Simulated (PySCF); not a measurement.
**A diatomic session: WO−**

An exercise on one series of results from a longer session: the logs are not shown, and one member is left open.

Computed with PySCF 2.14.0. Level: W def2-TZVPPD with ECP60, O def2-TZVPPD, scalar-relativistic core potentials.

2 further runs of the same task are left out: 2 set aside as unsound or not needed.

The first run:

A driver script around PySCF takes these settings:

```json
{"atoms": "W, O", "charge": "-1", "basis": "W def2-TZVPPD with ECP60, O def2-TZVPPD", "Hamiltonian": "scalar-relativistic core potentials", "basis functions": "99", "electrons treated": "23", "masses in u": "183.9509, 15.9949", "levels": "PBE0, PBE, r²SCAN, r²SCANh, MN15, B2PLYP, TPSSh, M06-2X, ωB97M-V, MP2, SCS-MP2, CCSD, CCSD(T)", "grid": "80 radial by 434 angular points", "occupations": "held fixed by the projection of orbital angular momentum", "dissociation limit": "W + O−, each in its ground configuration", "starting distance in angstrom": "1.985", "values of 2S to try": "1, 3, 5, 7"}
```

Run with:

```sh
$ OMP_NUM_THREADS=2 python dia.py task.json out
```

Steps of the session up to this table: Input; First curve: PBE0; Excited determinants; PBE (GGA); r²SCAN (meta-GGA); r²SCANh (hybrid meta-GGA); MN15 (hybrid meta-GGA); B2PLYP; TPSSh; M06-2X (hybrid meta-GGA); ωB97M-V; MP2 and coupled cluster.

One of the session's tables, all rows but one given; the rest of the session is left out.

Energy (eV) from each level's lowest point:

| R (Å) | ROHF-MP2 | ROHF-SCS-MP2 | ROHF-CCSD | ROHF-CCSD(T) | PBE |
| --- | --- | --- | --- | --- | --- |
| 1.473 | 2.075 | 2.094 | n/a | n/a | 2.200 |
| 1.542 | 0.899 | 0.924 | 0.947 | 1.035 | 1.008 |
| 1.610 | 0.263 | 0.285 | 0.305 | 0.355 | 0.338 |
| 1.662 | 0.049 | 0.062 | 0.072 | 0.097 | 0.088 |
| 1.713 | 0.000 | 0.000 | 0.000 | 0.000 | 0.000 |
| 1.764 | ? | ? | ? | ? | ? |
| 1.833 | 0.310 | 0.277 | 0.267 | 0.208 | 0.227 |
| 1.919 | 0.756 | 0.703 | 0.695 | 0.589 | 0.618 |
| 2.021 | 1.419 | 1.346 | 1.345 | 1.175 | 1.209 |
| 2.158 | 2.391 | 2.299 | n/a | n/a | 2.065 |

**Question.** Estimate the row for R (Å) = 1.764.

Worked estimate for «ROHF-MP2». A straight line through the neighbours (1.713, 0.000) and (1.833, 0.310) gives 0.000 + (0.310 − 0.000) × (1.764 − 1.713) / (1.833 − 1.713) = 0.132; a parabola fitted to 4 rows on both sides gives 0.084.

**Answer.** ROHF-MP2: 0.074; ROHF-SCS-MP2: 0.059; ROHF-CCSD: 0.052; ROHF-CCSD(T): 0.028; PBE: 0.037. In «ROHF-MP2» the line misses by +0.058 and the parabola by +0.010.

To keep in mind: Lowest PBE0 solution found, without spin–orbit coupling: ⁴Π (quartet), unpaired electrons π ↑, δ ↑↑. The state is the lowest single determinant that the PBE0 search found; with open d or f shells the true ground state can be another one. With spin–orbit coupling the term label itself may not hold. Warnings in the runs' records: inverted.
